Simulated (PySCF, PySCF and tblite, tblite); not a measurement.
# C6H9BN−: a path driven as rotation about a bond, and NMR exchange, part 2 of 2

PySCF and tblite. Atoms count from 0.

## Step 8: Shieldings, saddle of leg 1: PBE0/pcSseg-1

Job settings and geometry (Å):

```
{"job": {"kind": "nmr", "xc": "PBE0", "basis": "pcSseg-1", "pop": false}, "charge": -1, "multiplicity": 1}
C      2.634331    -0.643698    -0.096285
N      1.857428     0.563958    -0.182189
B      0.338839     0.370586    -0.040174
C     -0.468224    -0.526167    -0.938731
C     -1.830632    -0.639391    -0.748022
C     -2.494022     0.056584     0.255933
C     -1.802839     0.903516     1.115724
C     -0.438672     1.093819     1.020408
H      2.437653    -1.113229     0.870528
H      3.712583    -0.421832    -0.153020
H      2.417680    -1.403943    -0.875780
H      2.059150     1.021901    -1.067847
H     -0.047823    -1.115786    -1.762250
H     -2.429538    -1.288686    -1.395892
H     -3.571155    -0.062691     0.369551
H     -2.382754     1.424303     1.884919
H      0.007994     1.780756     1.743129
```

The program printed:

```text
coarse grid: 14248 points
cycle   1  E = -313.0872173767  dE =  1.119e+00  |g| = 6.994e-01  |ddm| = 3.773e+00
cycle   2  E = -313.0063157432  dE =  8.090e-02  |g| = 9.158e-01  |ddm| = 2.366e+00
cycle   3  E = -313.2331218847  dE = -2.268e-01  |g| = 1.042e-01  |ddm| = 1.480e+00
cycle   4  E = -313.2350379096  dE = -1.916e-03  |g| = 6.181e-02  |ddm| = 1.684e-01
cycle   5  E = -313.2360934658  dE = -1.056e-03  |g| = 9.052e-03  |ddm| = 7.435e-02
cycle   6  E = -313.2361103514  dE = -1.689e-05  |g| = 3.996e-03  |ddm| = 1.031e-02
cycle   7  E = -313.2361137915  dE = -3.440e-06  |g| = 4.447e-04  |ddm| = 3.691e-03
final grid: 137800 points
cycle   8  E = -313.2789492543  dE = -3.119e-05  |g| = 8.526e-03  |ddm| = 3.222e-02
cycle   9  E = -313.2789431155  dE =  6.139e-06  |g| = 9.983e-03  |ddm| = 2.060e-02
cycle  10  E = -313.2789686817  dE = -2.557e-05  |g| = 4.329e-04  |ddm| = 1.077e-02
cycle  11  E = -313.2789687112  dE = -2.951e-08  |g| = 2.364e-04  |ddm| = 6.304e-04
cycle  12  E = -313.2789687235  dE = -1.227e-08  |g| = 5.659e-05  |ddm| = 2.760e-04
cycle  13  E = -313.2789687242  dE = -6.814e-10  |g| = 2.901e-05  |ddm| = 9.498e-05
converged SCF energy = -313.2789687242

GIAO shielding tensors (ppm)
atom      isotropic    diamagn.    paramagn.     s11        s22        s33       span
  0 C      145.841     241.536     -95.696    119.284    138.184    180.054     60.771
  1 N      238.713     316.683     -77.969    197.338    224.474    294.328     96.989
  2 B       66.964     191.316    -124.352     21.737     62.624    116.531     94.794
  3 C       62.873     258.316    -195.443    -59.897     68.128    180.388    240.285
  4 C       51.231     252.475    -201.245    -64.776     56.988    161.480    226.256
  5 C       75.918     254.910    -178.992    -24.091     91.657    160.189    184.280
  6 C       50.242     252.439    -202.197    -65.655     55.512    160.869    226.524
  7 C       57.235     255.135    -197.900    -60.029     65.348    166.386    226.415
  8 H       29.309      29.375      -0.066     25.688     27.703     34.536      8.848
  9 H       28.861      27.451       1.410     23.954     27.074     35.556     11.602
 10 H       28.351      29.443      -1.091     22.919     27.454     34.681     11.763
 11 H       32.606      32.779      -0.172     25.014     31.066     41.738     16.724
 12 H       25.080      33.754      -8.674     22.356     23.209     29.676      7.321
 13 H       24.454      31.193      -6.739     20.959     24.722     27.680      6.721
 14 H       25.823      31.153      -5.330     22.588     26.821     28.061      5.473
 15 H       24.439      30.676      -6.237     21.016     24.765     27.536      6.520
 16 H       25.277      32.696      -7.420     23.017     23.784     29.029      6.012
```

It took 47 s on 1 thread of Arm Neoverse N1, shared host; peak memory 0.84 GiB.

This run: HOMO -0.52 eV, LUMO 5.28 eV.

Orbitals, density, ELF and potential are computed afterwards from the orbital file.

Frontier orbitals at PBE0/pcSseg-1, with the share of their density that lies nearest to each atom:

```tsv
orbital	energy (eV)	lies on
HOMO	-0.52	C5 23 %; B2 20 %; C3, C7 about 17 % each
LUMO	5.28	C3, C6 about 18 % each; C7 15 %; C4 12 %
```

ELF in a plane through or near 11 of the atoms.

Ten even steps from ' ' (0.00) to '@' (1.00):
```
                                                        
                                                        
                                                        
                        ..**@@%%::                      
                        ::@@@@@@++    **@@**..          
                  ....  ..%%@@@@++  ==@@@@@@++          
                ::****..  ==##++++++##@@@@@@==          
      ..**##--  ::**##--..****::%%**::%%@@**            
      ##@@@@@@====******--##@@**##==--**--              
      %%@@@@@@==--%%++++..  ==::  ++%%**++##%%**..      
      **@@@@@@--..**--::==####--  ==::%%##@@@@@@==      
        ....--@@@@##..  **%%==**++**@@++##@@@@@@==      
            ##@@@@%%    ****--##==--++--..==**==        
            **@@@@++  ::@@@@##++++##@@**..              
              --::    ==@@@@**  ++@@@@@@##              
                      --%%%%::  ++@@@@@@%%              
                        ..      ..##%%##::              
                                                        
                                                        
                                                        
```
The map spans 12.6 Å across and 10.1 Å up, centred on the molecule. Atoms in the plane (x, y in Å): C0 (-2.7, 0.0), C4 (1.6, -1.3), C5 (2.5, -0.2), C6 (2.0, 1.1), C7 (0.7, 1.4), H9 (-3.7, 0.3), H10 (-2.7, -1.1), H13 (2.0, -2.3), H14 (3.5, -0.5), H15 (2.8, 1.9), H16 (0.5, 2.4).

On the surface of density 0.002 e/bohr³ the electrostatic potential runs, from the 1st to the 99th percentile, from -5.84 V near N1 to -2.72 V near H9.

## Step 9: Barriers, rates and exchange

Job settings and geometry (Å):

```
{"job": {"smiles": "CN[b-]1ccccc1", "charge": -1, "mult": 1, "motion": "rotation", "what": "aryl amine", "atoms": [2, 1], "drives": [{"terms": [["t", [3, 2, 1, 0], 0.25], ["t", [3, 2, 1, 11], 0.25], ["t", [7, 2, 1, 0], 0.25], ["t", [7, 2, 1, 11], 0.25]], "by": 180, "n": 12}], "flip": [2, 1], "study": "path", "level": {"kind": "nmr", "xc": "PBE0", "basis": "pcSseg-1"}, "fields": [60, 80, 360], "first": 1, "seed": 120, "kind": "path"}, "charge": -1, "multiplicity": 1}
C      2.784362    -0.133948     0.267359
N      1.701248    -0.109674    -0.663636
B      0.276208    -0.020343    -0.310676
C     -0.783486    -0.371682    -1.327143
C     -2.116170    -0.244742    -1.004229
C     -2.534582     0.202182     0.246407
C     -1.606891     0.543294     1.226332
C     -0.246479     0.457133     1.021290
H      2.513270     0.462275     1.137510
H      3.705003     0.295656    -0.165775
H      3.047688    -1.150285     0.631654
H      1.916807    -0.610964    -1.515003
H     -0.558441    -0.732805    -2.338256
H     -2.891266    -0.500134    -1.735691
H     -3.599804     0.285095     0.460710
H     -1.996975     0.888993     2.190316
H      0.382511     0.751980     1.868922
```

The program printed:

```text
stationary points (kcal/mol above the start)
  n  kind          group   xTB      DFT    lowest mode
  0  minimum      C1       0.00     0.00      77.5
  1  saddle       C1       5.67     7.60     -88.0
  2  minimum      C1      -0.00     0.00      76.2

GFN2-xTB energies: T/K, barrier G, reaction G (kcal/mol), k forward, k back (1/s)
 150.00     5.89    -0.02   1.62e+04   1.49e+04
 200.00     6.01    -0.03   2.26e+06   2.12e+06
 250.00     6.14    -0.03   4.44e+07   4.21e+07
 298.15     6.29    -0.03   3.07e+08   2.93e+08
 350.00     6.45    -0.03   1.36e+09   1.31e+09
 400.00     6.62    -0.03   4.01e+09   3.86e+09
 500.00     6.99    -0.03   1.84e+10   1.78e+10

PBE0/pcSseg-1 + D3(BJ) energies: T/K, barrier G, reaction G (kcal/mol), k forward, k back (1/s)
 150.00     7.82    -0.02         25       23.1
 200.00     7.94    -0.02   1.76e+04   1.66e+04
 250.00     8.07    -0.03   9.15e+05   8.69e+05
 298.15     8.21    -0.03   1.18e+07   1.13e+07
 350.00     8.38    -0.03   8.53e+07   8.19e+07
 400.00     8.55    -0.03   3.55e+08   3.42e+08
 500.00     8.92    -0.03   2.64e+09   2.56e+09
```

It took 1.8 min on 1 thread of Arm Neoverse N1, shared host; peak memory 0.84 GiB. This counts the whole study up to here.

Barriers by level (kcal/mol; entropies in cal/(mol K)). Zero-point and thermal terms come from xTB in every row. ΔG‡ leaves symmetry out; the rate counts equivalent paths (a factor of 2); effective ΔG‡, where given, is the barrier that would give that rate by Eyring's equation alone:

```tsv
level	ΔE‡	with zero-point	ΔH‡	ΔS‡	ΔG‡ (298 K)	ΔE of reaction	k at 298 K (1/s)	effective ΔG‡
GFN2-xTB	5.67	5.69	5.11	-4.0	6.29	0.00	3.1e+08	5.88
PBE0/pcSseg-1 + D3(BJ)	7.60	7.62	7.04	-4.0	8.21	0.00	1.2e+07	7.80
```

Sites that the driver pairs across this motion, and where their lines would merge (no couplings; faster rotations or exchange between molecules can average them sooner):

```tsv
nucleus	sites: shielding (ppm)	proton frequency (MHz)	spread (Hz)	coalescence (K)	lines at 298 K
$^{13}$C	C3: 71.4; C7: 78.9	60	114	164	1
$^{13}$C	C3: 71.4; C7: 78.9	80	151	166	1
$^{13}$C	C3: 71.4; C7: 78.9	360	681	178	1
$^{1}$H	H12: 26.23; H16: 25.96	60	17	152	1
$^{1}$H	H12: 26.23; H16: 25.96	80	22	154	1
$^{1}$H	H12: 26.23; H16: 25.96	360	100	164	1
$^{1}$H	H13: 24.71; H15: 24.61	60	6	146	1
$^{1}$H	H13: 24.71; H15: 24.61	80	9	148	1
$^{1}$H	H13: 24.71; H15: 24.61	360	39	157	1
```

## Step 10: Summary of results

This closing draws on all 2 parts.

| quantity | value |
| --- | --- |
| barrier (PBE0/pcSseg-1 + D3(BJ)) | ΔE‡ 7.6, ΔG‡(298 K) 8.2 kcal/mol |
| barrier (GFN2-xTB) | ΔE‡ 5.7 kcal/mol |
| rate at 298 K | 1.2e+07 s⁻¹ |
| end of the path | the start, renumbered or mirrored |
| coalescence of $^{13}$C C3 | 178 K at 360 MHz |

**Reading.** The barrier is 7.6 kcal/mol at the DFT level (xTB: 5.7); with thermal terms and the count of paths the DFT value gives a rate of 1.2e+07 s⁻¹ at 298 K. An error of 1.4 kcal/mol changes that rate tenfold. The $^{13}$C lines of C3 and its partners, 681 Hz apart at 360 MHz, merge at 178 K, so by this path alone the exchange at 298 K is fast for them; other paths were not followed.
